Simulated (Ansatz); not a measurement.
# Sc3Te, space group P6_3/mmc: a breakdown of dispersion, smearing and cutoff terms

Program: Ansatz's Python interface.

Script `terms.py`:
```python
import ansatz as az


def main() -> None:
    xtal = (
        az.Lattice.of((6.3617, 0.0, 0.0), (-3.18085, 5.509394, 0.0), (0.0, 0.0, 5.104363))
        .atom('Sc', (0.334293, 0.167147, 0.75))
        .atom('Sc', (0.832854, 0.167147, 0.75))
        .atom('Sc', (0.832854, 0.665707, 0.75))
        .atom('Sc', (0.665707, 0.832854, 0.25))
        .atom('Sc', (0.167147, 0.832854, 0.25))
        .atom('Sc', (0.167147, 0.334293, 0.25))
        .atom('Te', (2 / 3, 1 / 3, 0.25))
        .atom('Te', (1 / 3, 2 / 3, 0.75))
    )

    model = (
        xtal.calculation()
        .occupations(az.OccupationsMethod.METHFESSEL_PAXTON, width=100 * az.meV)
        .kpoints(mesh=(4, 4, 4), center='gamma')
    )
    with_term = model.functional('pbe', dispersion='d4').basis(420).cutoff_correction(670).run(threads=1, pin='off').report
    without = model.functional('pbe').basis(420).run(threads=1, pin='off').report
    finer = model.functional('pbe').basis(670).run(threads=1, pin='off').report
    removed = az.free_energy_without(with_term, az.EnergyTerm.DISPERSION)
    print(f'dispersion term            {with_term["components"]["e_disp"]:.5f} eV')
    print(f'F less dispersion          {removed:.5f} eV, run without it {without["free_energy_ev"]:.5f} eV')
    print(f'F less smearing term       {az.free_energy_without(without, az.EnergyTerm.SMEARING):.5f} eV')
    print(f'estimated gain to 670 eV   {with_term["cutoff_correction"]["energy_ev"]:.5f} eV, found {finer["free_energy_ev"] - without["free_energy_ev"]:.5f} eV')


if __name__ == '__main__':
    main()
```

```console
$ python terms.py
DeckWarning: the atoms were moved onto the symmetric positions of the space group found under crystal.symmetry.tolerance 1.0e-5 (fractional; no operation is sought that the atoms, as they stand in a [...]
dispersion term            -3.02470 eV
F less dispersion          -26778.13606 eV, run without it -26778.13606 eV
F less smearing term       -26778.13128 eV
estimated gain to 670 eV   -0.00734 eV, found -0.00739 eV
```
(Warnings from the package without file and line, shortened.)

Reading the output:
- Absolute energies stand on the zero of these potentials, so only differences at equal settings mean something. A total without «per atom» is that of the whole cell that was run.
- Dispersion corrections can be off by several per cent in the lattices of metals, and by several GPa in the pressure at a fixed cell.
- The mesh is modest for a metal, so energies can be off by several to tens of meV an atom and pressures by half a GPa or more; differences at equal mesh fare better.
- The structure comes from a database of computed cells and needn't be a stable or known phase.
- The whole script took 32 s on 1 thread of Arm Neoverse V1, with other jobs on the host, peak memory 0.66 GiB.
